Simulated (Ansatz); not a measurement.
**CH8NPSSi: small, medium and large basis sets**

An exercise on one series of results from a longer session: the logs are not shown, and one member is left open.

Method: one geometry, several basis sets; program: Ansatz 0.2.0, Gaussian basis.

The runs, in order: PBE0-D4/def2-SVP; ωB97M-V/def2-SVP; PBE0-D4/def2-QZVPP; ωB97M-V/def2-QZVPP; the functionals' def2-TZVPP values are taken from earlier runs.

## The geometry

An earlier PBE0-D4 in a triple-zeta def2 set relaxation fixed the geometry.

SMILES `C[SiH2]NPS`, 13 atoms, charge 0, spin multiplicity 1.

Atoms are counted from 1 here; the program's logs count them from 0.

Bond lengths: C1–Si2 1.863 Å, C1–H6 1.093 Å, C1–H7 1.092 Å, C1–H8 1.094 Å, Si2–N3 1.740 Å, Si2–H9 1.488 Å, Si2–H10 1.489 Å, N3–P4 1.693 Å, N3–H11 1.010 Å, P4–S5 2.134 Å, P4–H12 1.416 Å, S5–H13 1.345 Å. Angles: Si2–C1–H6 110.8°, Si2–C1–H7 110.8°, Si2–C1–H8 110.6°, H6–C1–H7 108.0°, H6–C1–H8 107.9°, H7–C1–H8 108.7°, C1–Si2–N3 113.6°, C1–Si2–H9 110.6°, C1–Si2–H10 109.4°, N3–Si2–H9 105.1°, N3–Si2–H10 108.4°, H9–Si2–H10 109.7°, Si2–N3–P4 127.9°, Si2–N3–H11 118.1°, P4–N3–H11 112.0°, N3–P4–S5 108.6°, N3–P4–H12 97.6°, S5–P4–H12 94.8° and more.

The first run:

in.yaml reads:

```yaml
crystal:
  periodic: [false, false, false]
  atoms:
    - {symbol: C, position_ang: [-1.705884, -0.654276, -0.236012]}
    - {symbol: Si, position_ang: [0.087270, -1.075687, 0.045896]}
    - {symbol: N, position_ang: [0.894350, 0.009910, 1.140663]}
    - {symbol: P, position_ang: [1.786264, 1.398042, 0.759682]}
    - {symbol: S, position_ang: [0.570943, 2.679726, -0.437561]}
    - {symbol: H, position_ang: [-2.272551, -0.723551, 0.696154]}
    - {symbol: H, position_ang: [-1.809995, 0.363324, -0.618360]}
    - {symbol: H, position_ang: [-2.155337, -1.346255, -0.953760]}
    - {symbol: H, position_ang: [0.852342, -0.980703, -1.226390]}
    - {symbol: H, position_ang: [0.190866, -2.456398, 0.592790]}
    - {symbol: H, position_ang: [0.634531, -0.017539, 2.116115]}
    - {symbol: H, position_ang: [2.508666, 0.863334, -0.334996]}
    - {symbol: H, position_ang: [0.438634, 1.905175, -1.529317]}
basis:
  gaussian: {orbitals: def2-SVP}
hamiltonian: {xc: pbe0, dispersion: d4}
output: {orbitals: {seedname: orbitals}}
```

Steps of the session up to this table: PBE0-D4 in def2-SVP; ωB97M-V in def2-SVP; PBE0-D4 in def2-QZVPP; ωB97M-V in def2-QZVPP.

One table of the session follows, with a row left open; its other results are not shown here.

It belongs to the step «Functionals by basis». 

```
functional       basis  HOMO (eV)  LUMO (eV)
   PBE0-D4    def2-SVP      -7.17       0.36
   PBE0-D4  def2-TZVPP      -7.29      -0.08
   PBE0-D4  def2-QZVPP          ?          ?
   ωB97M-V    def2-SVP      -9.32       2.33
   ωB97M-V  def2-TZVPP      -9.44       1.67
   ωB97M-V  def2-QZVPP      -9.47       1.27
```

**Question.** Estimate the row for PBE0-D4, def2-QZVPP.

As computed: HOMO (eV): -7.32; LUMO (eV): -0.23. In the column «HOMO (eV)» it lies between ωB97M-V, def2-SVP (-9.32) and PBE0-D4, def2-TZVPP (-7.29).
